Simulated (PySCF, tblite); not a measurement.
# C₅H₉F₂NSi₂: geometry, infrared bands and NMR shifts

What infrared bands and NMR shifts should C₅H₉F₂NSi₂ (`FC(F)C1=C[Si@H](N[SiH3])C=C1`) show?

The runs use tblite 0.8.0 and PySCF 2.14.0, with density-fitted response routines of our own; the level of theory stands in each step. All values are computed, except where a source is named. Atoms are numbered from 0 throughout.

### Step 1. The molecule as given

19 atoms, charge 0, multiplicity 1; geometry from: force field or distance geometry start.

Bonds of the start (Å): F0–C1 1.37, C1–F2 1.38, C1–C3 1.53, C3–C4 1.31, C4–Si5 1.85, Si5–N6 1.79, N6–Si7 1.79, Si5–C8 1.85, C8–C9 1.32, C9–C3 1.42, C1–H10 1.11, C4–H11 1.08, Si5–H12 1.47, N6–H13 1.04, Si7–H14 1.47, Si7–H15 1.47, Si7–H16 1.47, C8–H17 1.07, C9–H18 1.11.

### Step 2. Optimising the geometry with GFN2-xTB

The job: settings as JSON, then the geometry in Å.

```
{"job": {"kind": "relax", "xc": "GFN2-xTB", "basis": "xTB"}, "charge": 0, "multiplicity": 1}
F     -3.158200     2.135900    -0.719800
C     -3.150900     0.783900    -0.518000
F     -4.050400     0.382200     0.447900
C     -1.732400     0.360700    -0.133000
C     -0.785200     1.259100    -0.040900
Si     0.756300     0.351200     0.435600
N      2.000200     0.392400    -0.846700
Si     3.431100    -0.513200    -0.252900
C     -0.144300    -1.259500     0.477800
C     -1.397500    -0.985700     0.159200
H     -3.412500     0.262100    -1.462100
H     -0.802300     2.322200    -0.211400
H      1.248600     0.772800     1.749900
H      1.644100     0.050700    -1.764500
H      2.972800    -1.830800     0.212900
H      4.469800    -0.627100    -1.289000
H      3.963100     0.184900     0.925900
H      0.274400    -2.215200     0.717100
H     -2.136500    -1.817200     0.119900
```

The run is started by

```sh
$ OMP_NUM_THREADS=1 python probes_run.py task.json out
```

One launch serves the whole session: the jobs run in the order shown.

**Question.** This job is followed by: GFN2-xTB harmonic vibrations, gas phase; GIAO PBE0/pcSseg-1 NMR shielding, non-relativistic, gas phase. What will the session give for the following? strongest single infrared mode (GFN2-xTB); zero-point energy (GFN2-xTB); 13C shifts against TMS (PBE0/pcSseg-1); 1H shifts against TMS (PBE0/pcSseg-1, means over atoms taken as alike); 19F shifts against CFCl3 (PBE0/pcSseg-1); 29Si shifts against TMS (PBE0/pcSseg-1); 15N shifts against NH3 (PBE0/pcSseg-1).

As calculated:

| quantity | value |
| --- | --- |
| strongest single infrared mode (GFN2-xTB) | 2285 cm⁻¹, 554 km/mol |
| zero-point energy (GFN2-xTB) | 77.4 kcal/mol |
| 13C shifts against TMS (PBE0/pcSseg-1) | 161.9, 150.4, 141.1, 132.4, 119.7 ppm |
| 1H shifts against TMS (PBE0/pcSseg-1, means over atoms taken as alike) | 7.07, 6.54, 6.39, 6.38, 5.24, 4.87, 0.05 ppm |
| 19F shifts against CFCl3 (PBE0/pcSseg-1) | -134.5, -150.5 ppm |
| 29Si shifts against TMS (PBE0/pcSseg-1) | -15.3, -53.4 ppm |
| 15N shifts against NH3 (PBE0/pcSseg-1) | -1.6 ppm |

What this shows: The optimisation took 103 steps and gained 0.682 eV; among the close pairs (by a distance rule), Si5–N6 changed most, from 1.787 to 1.727 Å. No mode is imaginary among the 51: a minimum at this level. The strongest single mode, at 2285 cm⁻¹, moves mainly H12. Unscaled tight-binding wavenumbers are off by several per cent, some by more. Its intensities can rank the bands wrongly.
